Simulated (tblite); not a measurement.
# H54Si38: the cost of one run

Programs: tblite 0.8.0 and PySCF 2.14.0, with routines of our own; each step states its level. All values are computed. Atoms count from 0.

### Step 1. The system as given

92 atoms, charge 0, multiplicity 1; geometry from: force field, distance geometry or constructed start.

### Step 2. Geometry optimisation with GFN2-xTB

Job settings and geometry (Å):

```
{"job": {"kind": "relax", "xc": "GFN2-xTB", "basis": "xTB"}, "charge": 0, "multiplicity": 1}
Si    -3.852600     1.111800    -0.376600
Si    -5.789400     2.229700     0.368100
Si    -7.709700     1.111300    -0.374000
Si    -7.715600    -1.109200     0.368800
Si    -5.787200    -2.228300    -0.371600
Si    -3.860800    -1.114100     0.372400
Si     1.928800     4.455900    -0.378300
Si     0.003400     5.570500     0.376500
Si    -1.926000     4.452100    -0.375400
Si    -1.931500     2.226300     0.376600
Si    -0.002100     1.112400    -0.377100
Si     1.926200     2.225100     0.375000
Si     3.854100     1.114300    -0.370000
Si     0.002200    -1.114200     0.372300
Si     1.926500    -2.222000    -0.374800
Si     3.855600    -1.113000     0.381300
Si    -9.643300    -2.225200    -0.374100
Si    -9.644800    -4.457600     0.374000
Si    -7.715500    -5.566000    -0.372500
Si    -5.783400    -4.453300     0.377700
Si     7.712600     1.117400    -0.373500
Si     5.785300     2.228600     0.374800
Si     5.789600    -2.222500    -0.368400
Si     7.710700    -1.117900     0.373500
Si    -1.928200    -2.224500    -0.374100
Si    -1.934800    -4.455100     0.377500
Si     0.000700    -5.565500    -0.375700
Si     1.928100    -4.453600     0.376200
Si     3.858100    -5.567400    -0.377000
Si     5.787300    -4.453800     0.378400
Si    -3.853900     5.568400     0.373900
Si    -5.788100     4.455500    -0.374800
Si     5.785200     4.454300    -0.376900
Si     3.859600     5.566500     0.378700
Si    -3.856300    -5.566000    -0.378300
Si     9.644200     4.456400    -0.377900
Si     7.714100     5.567900     0.370900
Si     9.644600     2.229600     0.372400
H     -3.856400     1.109700    -1.815100
H     -5.791000     2.230500     1.816200
H     -7.715000     1.111300    -1.811200
H     -8.885700     1.787300     0.105700
H     -7.710000    -1.112600     1.811400
H     -5.783600    -2.227600    -1.816800
H     -3.861200    -1.111900     1.817400
H      1.926800     4.455800    -1.818400
H      0.002400     5.567900     1.814400
H     -0.000300     6.929100    -0.099700
H     -1.927100     4.454600    -1.814800
H     -1.926800     2.227800     1.817000
H     -0.000900     1.106300    -1.811900
H      1.935300     2.228400     1.814700
H      3.857100     1.113200    -1.814900
H     -0.003400    -1.115200     1.812000
H      1.929400    -2.228000    -1.813500
H      3.857000    -1.110600     1.815600
H     -9.637100    -2.232800    -1.816900
H    -10.817600    -1.540200     0.101300
H     -9.643600    -4.454900     1.819000
H    -10.821200    -5.131600    -0.103000
H     -7.718700    -5.566900    -1.813500
H     -7.711000    -6.926800     0.100100
H     -5.784500    -4.453500     1.815800
H      7.714700     1.117100    -1.813900
H      5.791900     2.230400     1.817000
H      5.781300    -2.225300    -1.813700
H      7.717300    -1.110500     1.813800
H      8.894100    -1.794600    -0.096100
H     -1.932700    -2.232400    -1.820000
H     -1.931400    -4.457600     1.820900
H     -0.001000    -5.571800    -1.811700
H     -0.001800    -6.930200     0.104600
H      1.930600    -4.455500     1.819200
H      3.857900    -5.562900    -1.813500
H      3.862200    -6.926200     0.098300
H      5.793500    -4.455800     1.814400
H      6.960800    -5.134200    -0.101300
H     -3.856900     5.569800     1.820400
H     -3.857900     6.922800    -0.105500
H     -5.788200     4.449200    -1.812500
H     -6.964400     5.132700     0.102000
H      5.782000     4.451600    -1.813000
H      3.859400     5.566500     1.820400
H      3.853600     6.925500    -0.102700
H     -3.865900    -5.562000    -1.813900
H     -3.860600    -6.920300     0.103800
H      9.645000     4.452400    -1.814700
H     10.815700     5.136000     0.100900
H      7.715300     5.571400     1.815900
H      7.715700     6.927300    -0.104200
H      9.646200     2.231700     1.817300
H     10.823000     1.545200    -0.104600
```

The run is started by

```bash
$ OMP_NUM_THREADS=8 python large_run.py task.json out
```

This one command runs all jobs of the session in turn.

Q: Estimate the wall time and peak memory of this first job on 8 threads of Arm Neoverse V2, shared host.

About 20 s, with a peak of 0.16 GiB.
